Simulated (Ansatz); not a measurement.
# ClH6OSiSn: the cost of one run

Method: UKS B3LYP/def2-SVP, in Ansatz 0.2.0.

1 further run of the same task is left out (it didn't finish).

## Step 1: The structure to begin with

Bond lengths: Sn1–Cl2 2.660 Å, Sn1–H3 1.740 Å, Sn1–H4 1.739 Å, Sn1–O5 1.959 Å, O5–H6 1.010 Å, Cl2–Si7 2.430 Å, Si7–H8 1.460 Å, Si7–H9 1.460 Å, Si7–H10 1.460 Å. Angles: Sn1–Cl2–Si7 180.0°, Cl2–Sn1–H3 109.4°, Cl2–Sn1–H4 109.5°, Cl2–Sn1–O5 109.5°, H3–Sn1–H4 109.5°, H3–Sn1–O5 109.5°, H4–Sn1–O5 109.5°, Sn1–O5–H6 109.5°, Cl2–Si7–H8 109.5°, Cl2–Si7–H9 109.5°, Cl2–Si7–H10 109.5°, H8–Si7–H9 109.4°, H8–Si7–H10 109.4°, H9–Si7–H10 109.4°.

Structure file:

```xyz
10

Sn    0.0000    0.0000    0.0000
Cl    0.0000    0.0000    2.6600
H     1.6408    0.0000   -0.5794
H    -0.8195    1.4198   -0.5794
O    -0.9232   -1.5994   -0.6527
H    -1.3778   -2.0650    0.1197
Si    0.0000    0.0000    5.0900
H    -0.7436   -1.1581    5.5774
H     1.3747   -0.0649    5.5774
H    -0.6311    1.2230    5.5774
```

## Step 2: A restrained relaxation towards end A

Springs on the bonds that form and break draw the guess towards this end; the thresholds are loose.

input.yaml reads:

```yaml
crystal:
  periodic: [false, false, false]
  atoms:
    - { symbol: Sn, position_ang: [0.0, 0.0, 0.0] }
    - { symbol: Cl, position_ang: [0.0, 0.0, 2.66] }
    - { symbol: H, position_ang: [1.6408, 0.0, -0.5794] }
    - { symbol: H, position_ang: [-0.8195, 1.4198, -0.5794] }
    - { symbol: O, position_ang: [-0.9232, -1.5994, -0.6527] }
    - { symbol: H, position_ang: [-1.3778, -2.065, 0.1197] }
    - { symbol: Si, position_ang: [0.0, 0.0, 5.09] }
    - { symbol: H, position_ang: [-0.7436, -1.1581, 5.5774] }
    - { symbol: H, position_ang: [1.3747, -0.0649, 5.5774] }
    - { symbol: H, position_ang: [-0.6311, 1.223, 5.5774] }
magnetization:
  spin_polarized: true
  initial_magnetization: 1
basis:
  gaussian: { orbitals: def2-SVP }
hamiltonian:
  xc: b3lyp
relax:
  f_tol: 0.15
  max_steps: 25
  restrain:
    - { distance: [1, 6], at: 3.33, k: 30.0 }
    - { distance: [0, 1], at: 2.41, k: 30.0 }
```

Run with:

```sh
ansatz run input.yaml --threads 4 --pin off --max-ram 5120MiB --backend cpu --events-out ev --progress --plain --runs-dir out
```

What time and memory should one allow on 4 threads of Arm Neoverse V2, shared host?

About 20 s, with a peak of 0.38 GiB.
